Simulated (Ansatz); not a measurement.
Run this with Ansatz 0.2.0 through its Python package and show what comes out.

`liag3.vasp`
```text
LiAg3
1.0
   4.04512754    0.00000000    0.00000000
   0.00000000    4.04512754    0.00000000
   0.00000000    0.00000000    4.04512754
Li Ag
1 3
Direct
   0.00000000    0.00000000    0.00000000
   0.00000000    0.50000000    0.50000000
   0.50000000    0.00000000    0.50000000
   0.50000000    0.50000000    0.00000000
```

`liag3_kconv.py`
```python
import logging
import sys
import warnings

import ansatz as az
from ase.io import read
from tabulate import tabulate

logging.basicConfig(stream=sys.stdout, format="[%(levelname)s] %(message)s")
log = logging.getLogger("liag3")
log.setLevel(logging.INFO)


def main() -> None:
    warnings.simplefilter("ignore", az.DeckWarning)

    atoms = read("liag3.vasp", format="vasp")
    system = az.Crystal.from_ase(atoms)

    calculation = (
        system.calculation()
        .functional(az.Functional.PBESOL)
        .occupations("fermi_dirac", width=0.1)
    )

    rows = []
    for value in [(2, 2, 2), (3, 3, 3), (4, 4, 4), (5, 5, 5), (6, 6, 6), (7, 7, 7)]:
        r = calculation.kpoints(mesh=value).run().report
        rows.append((value, r["free_energy_ev"] / len(r["lattice"]["sites"]), r["n_iterations"], r["n_kpoints"]))

    print(tabulate(rows, headers=["mesh", "F/atom (eV)", "iterations", "k-points"], floatfmt=".4f", tablefmt="grid"))

    for row in rows[:-1]:
        shift = 1000 * (row[1] - rows[-1][1])
        log.info(f"{row[0]}: {shift:+.2f} meV/atom" + ("  (within 5 meV)" if abs(shift) < 5 else ""))


if __name__ == "__main__":
    main()
```

```console
$ python liag3_kconv.py
+-----------+---------------+--------------+------------+
| mesh      |   F/atom (eV) |   iterations |   k-points |
+===========+===============+==============+============+
| (2, 2, 2) |    -5692.4311 |            7 |          4 |
+-----------+---------------+--------------+------------+
| (3, 3, 3) |    -5692.4487 |            6 |          4 |
+-----------+---------------+--------------+------------+
| (4, 4, 4) |    -5692.5496 |            7 |         10 |
+-----------+---------------+--------------+------------+
| (5, 5, 5) |    -5692.5570 |            7 |         10 |
+-----------+---------------+--------------+------------+
| (6, 6, 6) |    -5692.5641 |            6 |         20 |
+-----------+---------------+--------------+------------+
| (7, 7, 7) |    -5692.5698 |            7 |         20 |
+-----------+---------------+--------------+------------+
[INFO] (2, 2, 2): +138.65 meV/atom
[INFO] (3, 3, 3): +121.03 meV/atom
[INFO] (4, 4, 4): +20.20 meV/atom
[INFO] (5, 5, 5): +12.79 meV/atom
[INFO] (6, 6, 6): +5.68 meV/atom
```

This cell is a computed structure, which may not be the phase found in nature. Shifts are counted from the finest mesh, which is itself no proven limit. Wall time of the script: 9.8 s on 1 thread of Intel(R) Xeon(R) Platinum 8259CL CPU @ 2.50GHz (Skylake/Cascade Lake) (shared host), peak memory 0.47 GiB.
